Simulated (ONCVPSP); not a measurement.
**Ir: generating and testing an ONCV potential**

Aim: build the potential from the settings below, then test how well it stands in for the atom: other configurations, scattering, ghost states and the plane-wave cutoff that it needs.

Method: ONCVPSP 4.0.1.1 (patched build), PBE, scalar-relativistic.

## (1) Starting point

Typed settings, in words:

```
element                 : iridium (Ir, Z = 77)
type                    : optimised norm-conserving Vanderbilt (ONCV)
frozen core             : [Kr] 4d10
valence charge          : 31
reference configuration : 4f14 5s2 5p6 5d7 6s2
partial waves           : 5s+6s: rc 1.25 bohr, ncon 5, nbas 10, qcut 7.2 1/bohr, 2 projectors; 5p: rc 1.65 bohr, ncon 5, nbas 8, qcut 8.7 1/bohr, 1 projector; 5d: rc 1.65 bohr, ncon 5, nbas 9, qcut 6.1 1/bohr, 2 projectors, debl 2.7 Ha; 4f: rc 1.05 bohr, ncon 4, nbas 9, qcut 16.1 1/bohr, 2 projectors, debl 1.8 Ha
local potential         : polynomial inside 0.95 bohr (lpopt 4, dvloc0 6 Ha)
core correction         : Teter function fitted to the true core (icmod 2), fcfact 0.25
```

The outer shells as boxes (Hund's rule for the drawing; the calculation is spin-unpolarised):

```
[Kr] core
4d [↑↓][↑↓][↑↓][↑↓][↑↓]
4f [↑↓][↑↓][↑↓][↑↓][↑↓][↑↓][↑↓]
5s [↑↓]
5p [↑↓][↑↓][↑↓]
5d [↑↓][↑↓][↑ ][↑ ][↑ ]
6s [↑↓]
```

An earlier all-electron run gives the scale for the radii.

All-electron outer shells of the reference configuration (PBE, scalar-relativistic, ld1.x):

| shell | level (eV) | outermost node (bohr) | outermost maximum (bohr) |
| --- | --- | --- | --- |
| 4d | -290.99 | 0.21 | 0.42 |
| 5s | -97.99 | 0.50 | 0.89 |
| 4f | -62.19 | – | 0.39 |
| 5p | -54.70 | 0.54 | 1.01 |
| 5d | -7.15 | 0.59 | 1.29 |
| 6s | -6.33 | 1.17 | 2.38 |
| 6p | -1.22 | 1.39 | 3.47 |

## (2) Generation

Ir.dat

```
# ATOM AND REFERENCE CONFIGURATION
# atsym  z   nc   nv     iexc    psfile
  Ir 77.00    9    5        4      upf
#
#   n    l    f
    1    0    2.00
    2    0    2.00
    2    1    6.00
    3    0    2.00
    3    1    6.00
    3    2   10.00
    4    0    2.00
    4    1    6.00
    4    2   10.00
    4    3   14.00
    5    0    2.00
    5    1    6.00
    5    2    7.00
    6    0    2.00
#
# PSEUDOPOTENTIAL AND OPTIMIZATION
# lmax
    3
#
#   l,   rc,      ep,       ncon, nbas, qcut
    0    1.25    0.00    5   10    7.20
    1    1.65    0.00    5    8    8.70
    2    1.65    0.00    5    9    6.10
    3    1.05    0.00    4    9   16.10
#
# LOCAL POTENTIAL
# lloc, lpopt,  rc(5),   dvloc0
    4    4    0.95    6.00
#
# VANDERBILT-KLEINMAN-BYLANDER PROJECTORs
# l, nproj, debl
    0    2    2.60
    1    1    3.50
    2    2    2.70
    3    2    1.80
#
# MODEL CORE CHARGE
# icmod, fcfact, rcfact
    2    0.25    0.95
#
# LOG DERIVATIVE ANALYSIS
# epsh1, epsh2, depsh
   -5.00    5.00    0.04
#
# OUTPUT GRID
# rlmax, drl
    6.00    0.01
#
# TEST CONFIGURATIONS
# ncnf
    4
# nvcnf
#   n    l    f
    5
    4    3   14.00
    5    0    2.00
    5    1    6.00
    5    2    7.00
    6    0    1.00
#
    5
    4    3   14.00
    5    0    2.00
    5    1    6.00
    5    2    7.00
    6    0    0.00
#
    5
    4    3   14.00
    5    0    2.00
    5    1    6.00
    5    2    6.00
    6    0    0.00
#
    5
    4    3   14.00
    5    0    2.00
    5    1    6.00
    5    2    8.00
    6    0    1.00
#
```

Command:

```bash
oncvpsp.x < Ir.dat > Ir.out
```

Before running it: what results should come out? Wanted: cutoffs for 1 and 0.1 mHa per electron, occupied waves; bound ghosts; GHOST(+) flags; largest test error; largest phase difference near zero energy, channels read; rms error of d²Exc/dn², without and with the model core; projector energies reset by the program.

The runs gave:

```
                                                quantity                              value
  cutoffs for 1 and 0.1 mHa per electron, occupied waves                  118 Ha and 182 Ha
                                            bound ghosts                         none found
                                          GHOST(+) flags                        s at 308 eV
                            largest test error (AE − PS)  -15 meV, for 4f14 5s2 5p6 5d6 6s0
largest phase difference near zero energy, channels read                          0.025 rad
 rms error of d²Exc/dn², without and with the model core                  4.53 and 1.73 mHa
                 projector energies reset by the program                f: -2.286, 0.250 Ha
```

In words: The worst unpolarised test, 4f14 5s2 5p6 5d6 6s0, is off by 15 meV on 57.9 eV; by total energies transferability rates as good. By its cutoff, 118 Ha for the looser tolerance, it is very hard. At the looser tolerance the 4f wave is the slowest; 5s needs 75 Ha. The program's ghost test flags no bound state. Near zero energy the phases of the channels with partial waves agree within 0.025 rad. The program also flags highly localised states, GHOST(+) (s). These are tests on the free atom; a crystal test is still owed.
